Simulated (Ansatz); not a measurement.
# Cd2SnH4N2: from the start to rest

Aim: in Cd2SnH4N2, a structure type of another compound, with these elements put in, relax cell and atoms at 20 GPa, then read levels, charges and fields where it ends.

Method: DFT, PBE, no spin polarisation, plane waves, PAW, in Ansatz 0.2.0.

### 1 The cell

It takes space group C2/m (No. 12, monoclinic). Conventional cell: a = 11.898 Å, b = 3.615 Å, c = 5.609 Å, α = 90.00°, β = 105.71°, γ = 90.00°. Around Sn (site symmetry 2/m) lie 2 Cd at 2.23 Å and 4 N at 2.38 Å. Around Cd (site symmetry m) lie 1 H at 2.11 Å and 1 Sn at 2.23 Å. Around N (site symmetry m) lie 2 H at 1.13 to 1.14 Å. H (site symmetry m) is surrounded by 1 N at 1.14 Å. Around H (site symmetry m) lie 1 N at 1.13 Å.

As a file:

```xyz
9
Lattice="0.0000 3.6148 0.0000 5.9490 -1.8074 0.0000 1.5190 0.0000 -5.3993" Properties=species:S:1:pos:R:3 pbc="T T T"
Sn    0.0000    0.0000    0.0000
Cd    5.6804    1.8074   -4.0694
Cd    1.7876    0.0000   -1.3298
N     2.4401    1.8074   -4.1607
N     5.0279    0.0000   -1.2386
H     2.1685    1.8074   -3.0560
H     5.2995    0.0000   -2.3433
H     3.5705    1.8074   -4.1909
H     3.8975    0.0000   -1.2084
```

It starts from an earlier solution of the starting cell (checkpoint.read).

### 2 The relaxation

The input, input.yaml:

```yaml
crystal:
  lattice:
    - [0.0, 3.614803, 0.0]
    - [5.949006, -1.807402, 0.0]
    - [1.518989, 0.0, -5.399294]
  atoms:
    - { symbol: Sn, position: [0.0, 0.0, 0.0] }
    - { symbol: Cd, position: [0.8812, 0.7624, 0.7537] }
    - { symbol: Cd, position: [0.1188, 0.2376, 0.2463] }
    - { symbol: "N", position: [0.6067, 0.2134, 0.7706] }
    - { symbol: "N", position: [0.3933, 0.7866, 0.2294] }
    - { symbol: H, position: [0.61, 0.22, 0.566] }
    - { symbol: H, position: [0.39, 0.78, 0.434] }
    - { symbol: H, position: [0.701, 0.402, 0.7762] }
    - { symbol: H, position: [0.299, 0.598, 0.2238] }
  symmetry: { tolerance: 0.0003 }
kpoints:
  mp_grid: { grid: [5, 5, 4], shift: [0, 0, 0] }
magnetization:
  spin_polarized: false
scf:
  occupations: { method: gaussian, width: 0.2192 }
  lower_state_search: "off"
hamiltonian:
  pseudopotentials: { kind: paw }
  xc: pbe
basis:
  ecutwfc: 420
  fft_grid_basis: typed
relax:
  max_steps: 60
  cell: { p_target: 20.0 }
  f_tol: 0.03
output:
  forces: true
  stress: true
  eigenvalues: true
  populations: true
  elf: true
  write_potential: true
  volumetric_format: npy
  dos:
    e_range: [-12, 8]
    de: 0.05
    projected: { site_lists: { Cd: [Cd], H: [H], "N": ["N"], Sn: [Sn] } }
  bader: false
checkpoint:
  read: saved_state
```

Run with:

```
> ansatz run input.yaml --threads 2 --pin off --max-ram 2560MiB --backend cpu --events-out ev --progress --plain --runs-dir out
```

**Question.** What will these runs give? Wanted: moves; largest move; cell; volume; pressure at the end; character.

**Answer**, as computed:

| quantity | value |
| --- | --- |
| moves | 26 |
| largest move | 0.97 Å (H) |
| space group (0.01 Å), before / after | C2/m / C2/m |
| cell | a = 3.352 Å, b = 7.556 Å, c = 5.415 Å, α = 43.88°, β = 90.00°, γ = 102.81° |
| volume | 10.01 Å³/atom (-22.4 %) |
| pressure at the end | 20.03 GPa |
| character | metal |
| density of states, mean within 0.25 eV of the Fermi level | 1.1 per eV per cell |

The volume shrank by 22.4 %, and the largest move of an atom is 0.97 Å apart from the change of the cell. The shape changed more than that tells: the edges moved by -7, +22, -3 %. The run held to 4 symmetry operations, so a lower structure without them is not ruled out. It is a metal; within 0.25 eV of the Fermi level the density of states averages 1.1 per eV per cell.

Caveats: the k mesh is coarse for a cell without a gap; wide smearing.
